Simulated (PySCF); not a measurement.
**SeS5 (cyclo-S-S-S-S-S-Se) at 6 levels**

Aim: a comparison of 6 runs (HF/STO-3G, HF/3-21G, BP86/6-31G, B3LYP/6-31G*, PBE/def2-SVP, PBE0/def2-SVP) of SeS5 (cyclo-S-S-S-S-S-Se). 

The results are computed with PySCF 2.14.0.

## Step 1: Starting point

The species is SeS5 (6 atoms), meant as a singlet with charge 0. The shape comes from GFN2-xTB, which is rough for such elements, and wasn't checked as a minimum.

Bond lengths: S1–S2 2.178 Å, S2–S3 2.033 Å, S3–S4 2.033 Å, S4–S5 2.179 Å, S1–Se6 2.175 Å, S5–Se6 2.174 Å. Angles: S1–S2–S3 102.7°, S2–S1–Se6 102.9°, S2–S3–S4 108.5°, S3–S4–S5 102.7°, S4–S5–Se6 103.0°, S1–Se6–S5 102.1°.

## Step 2: Energy and gradient at HF/STO-3G (run 1)

calc.py

```python
import pyscf.grad
from pyscf import gto, scf

molecule = gto.M(
    atom=[
    ('S', (1.902070, -0.210210, -0.708760)),
    ('S', (0.170400, -0.031520, -2.018210)),
    ('S', (-1.216050, 0.833800, -0.809050)),
    ('S', (-1.877010, -0.561300, 0.514300)),
    ('S', (-0.196470, -0.750310, 1.887920)),
    ('Se', (1.217060, 0.719540, 1.133790)),
],
    verbose=4,
    max_memory=1860,
    basis='sto-3g',
)

mf = scf.RHF(molecule)
mf.conv_tol = 1e-10
mf.kernel()
if not mf.converged:
    mf = mf.newton().run(mf.mo_coeff, mf.mo_occ)

e_tot = mf.e_tot
print('E(%s) = %.9f' % ('HF', e_tot))
grad = mf.Gradients().kernel()
mf.analyze()
```

The run is started by

```bash
$ OMP_NUM_THREADS=1 python calc.py
```

Standard output:

```text
PySCF version 2.14.0

[... 85 lines left out ...]
MO #3   energy= -90.7677294189161  occ= 2
[... 11 lines left out ...]
MO #15  energy= -8.67647786788935  occ= 2
[... 11 lines left out ...]
MO #27  energy= -6.30587021944302  occ= 2
[... 11 lines left out ...]
MO #39  energy= -1.70307185881345  occ= 2
[... 11 lines left out ...]
MO #51  energy= -0.359046296482599 occ= 2
[... 11 lines left out ...]
MO #63  energy= 0.366975563738619  occ= 0
[... 72 lines left out ...]
Dipole moment(X, Y, Z, Debye): -0.44447, -0.54252, -0.47234
```

Run time: 18 s. Hardware: 1 thread of Intel Xeon at 2.50GHz (Skylake/Cascade Lake), shared host; peak memory 0.13 GiB.

## Step 3: Energy and forces at HF/3-21G (run 2)

calc.py

```python
from pyscf import gto

mol = gto.M(
    atom='''
S        1.902070      -0.210210      -0.708760
S        0.170400      -0.031520      -2.018210
S       -1.216050       0.833800      -0.809050
S       -1.877010      -0.561300       0.514300
S       -0.196470      -0.750310       1.887920
Se       1.217060       0.719540       1.133790
''',
    charge=0,
    verbose=3,
    basis='3-21g',
    max_memory=1860,
)

mf = mol.RHF()
mf.conv_tol = 1e-10
mf.kernel()
if not mf.converged:
    mf = mf.newton().run(mf.mo_coeff, mf.mo_occ)

etot = mf.e_tot
print('Final energy', etot)
grad = mf.nuc_grad_method().kernel()
mf.analyze()
```

The run is started by

```bash
$ OMP_NUM_THREADS=1 python calc.py
```

Standard output:

```text
converged SCF energy = -4366.1805350033
[... 22 lines left out ...]
MO #12  energy= -9.00251128178234  occ= 2
[... 14 lines left out ...]
MO #27  energy= -6.66868618221716  occ= 2
[... 14 lines left out ...]
MO #42  energy= -1.09749999587747  occ= 2
[... 14 lines left out ...]
MO #57  energy= -0.365200147487043 occ= 2
[... 14 lines left out ...]
MO #72  energy= 0.670489482378861  occ= 0
[... 14 lines left out ...]
MO #87  energy= 1.10969523877593   occ= 0
[... 7 lines left out ...]
Dipole moment(X, Y, Z, Debye):  0.41965,  1.12210,  0.57302
```

Run time: 20 s. Hardware: 1 thread of Intel Xeon at 2.50GHz (Skylake/Cascade Lake), shared host; peak memory 0.17 GiB.

## Step 4: Energy and gradient at BP86/6-31G (run 3)

calc.py

```python
import pyscf.grad
from pyscf import gto, dft

mol = gto.M(
    atom=[
    ('S', (1.902070, -0.210210, -0.708760)),
    ('S', (0.170400, -0.031520, -2.018210)),
    ('S', (-1.216050, 0.833800, -0.809050)),
    ('S', (-1.877010, -0.561300, 0.514300)),
    ('S', (-0.196470, -0.750310, 1.887920)),
    ('Se', (1.217060, 0.719540, 1.133790)),
],
    basis='6-31g',
    spin=0,
    max_memory=1860,
    verbose=4,
    charge=0,
)

myscf = dft.RKS(mol, xc='bp86')
myscf.conv_tol = 1e-10
myscf.grids.level = 5
myscf.kernel()
if not myscf.converged:
    myscf = myscf.newton().run(myscf.mo_coeff, myscf.mo_occ)

e_final = myscf.e_tot
print('E(%s) = %.9f' % ('BP86', e_final))
grad = myscf.Gradients().kernel()
myscf.analyze()
```

The run is started by

```bash
$ OMP_NUM_THREADS=1 python calc.py
```

Standard output:

```text
PySCF version 2.14.0

[... 109 lines left out ...]
MO #7   energy= -57.4574435016382  occ= 2
[... 16 lines left out ...]
MO #24  energy= -5.76969387322673  occ= 2
[... 16 lines left out ...]
MO #41  energy= -0.79540078560154  occ= 2
[... 16 lines left out ...]
MO #58  energy= -0.15174176391676  occ= 0
[... 16 lines left out ...]
MO #75  energy= 0.333816035555355  occ= 0
[... 16 lines left out ...]
MO #92  energy= 3.34186124677667   occ= 0
[... 101 lines left out ...]
Dipole moment(X, Y, Z, Debye):  0.20951,  1.10112,  0.39824
```

It took 2.5 min on 1 thread of Intel Xeon at 2.50GHz (Skylake/Cascade Lake), shared host; peak memory 0.91 GiB.

Runs 4 to 5 aren't shown in full; the table further down has their settings and results.

## Step 5: Energy and forces at PBE0/def2-SVP (run 6)

start.xyz

```xyz
6

S      1.902070    -0.210210    -0.708760
S      0.170400    -0.031520    -2.018210
S     -1.216050     0.833800    -0.809050
S     -1.877010    -0.561300     0.514300
S     -0.196470    -0.750310     1.887920
Se     1.217060     0.719540     1.133790
```

job.py

```python
import pyscf.grad
from pyscf import gto, dft

mol = gto.M(
    atom='start.xyz',
    basis='def2-svp',
    verbose=3,
    max_memory=1860,
    charge=0,
)

calc0 = dft.RKS(mol)
calc0.xc = 'pbe0'
calc0.grids.level = 5
calc0.conv_tol = 1e-10
calc0.kernel()
if not calc0.converged:
    calc0 = calc0.newton().run(calc0.mo_coeff, calc0.mo_occ)

etot = calc0.e_tot
print('Final energy', etot)
grad = calc0.Gradients().kernel()
calc0.analyze()
```

The run is started by

```bash
$ OMP_NUM_THREADS=1 python job.py
```

Standard output:

```text
converged SCF energy = -4390.63432113533
[... 27 lines left out ...]
MO #17  energy= -6.02786226610924  occ= 2
[... 20 lines left out ...]
MO #38  energy= -2.2047018222362   occ= 2
[... 20 lines left out ...]
MO #59  energy= -0.0938402246888576 occ= 0
[... 20 lines left out ...]
MO #80  energy= 0.519160706679825  occ= 0
[... 20 lines left out ...]
MO #101 energy= 0.840892201125935  occ= 0
[... 20 lines left out ...]
MO #122 energy= 3.36978553874317   occ= 0
[... 7 lines left out ...]
Dipole moment(X, Y, Z, Debye):  0.15580,  0.84874,  0.30238
```

Wall time 97 s (1 thread of Intel Xeon at 2.50GHz (Skylake/Cascade Lake), shared host); peak memory 1.3 GiB.

## Step 6: The series

```tsv
run	level	integration grid	energy (Eh)	dipole moment (D)	HOMO energy (eV)	LUMO energy (eV)	wall time
1	HF/STO-3G	–	-4339.464313	0.85	-6.19	6.15	18 s
2	HF/3-21G	–	-4366.180535	1.33	-9.94	-0.16	20 s
3	BP86/6-31G	5	-4392.360869	1.19	-6.06	-4.13	2.5 min
4	B3LYP/6-31G* (spherical functions)	5	-4392.223877	0.94	-6.56	-2.95	3.8 min
5	PBE/def2-SVP	5	-4390.420008	0.92	-5.46	-3.36	1.7 min
6	PBE0/def2-SVP	5	-4390.634321	0.91	-6.73	-2.61	97 s
```

## Step 7: What came out

```
                       quantity           value
            run 6: total energy  -4390.63432 Eh
           run 6: dipole moment          0.91 D
             run 6: HOMO energy        -6.73 eV
             run 6: LUMO energy        -2.61 eV
           run 6: HOMO–LUMO gap         4.11 eV
run 6: largest force on an atom      0.479 eV/Å
```

What this shows: The dipole moment (its size) runs from 0.85 D (HF/STO-3G) to 1.33 D (HF/3-21G). The two dipoles point in opposite directions. The HOMO–LUMO gap runs from 1.93 eV (BP86/6-31G) to 12.34 eV (HF/STO-3G). The two ends differ in method and basis. Totals of different functionals can't be ranked against each other. In run 1 the basis is minimal, so the values are rough. All runs together took 10 min, the longest 3.8 min.
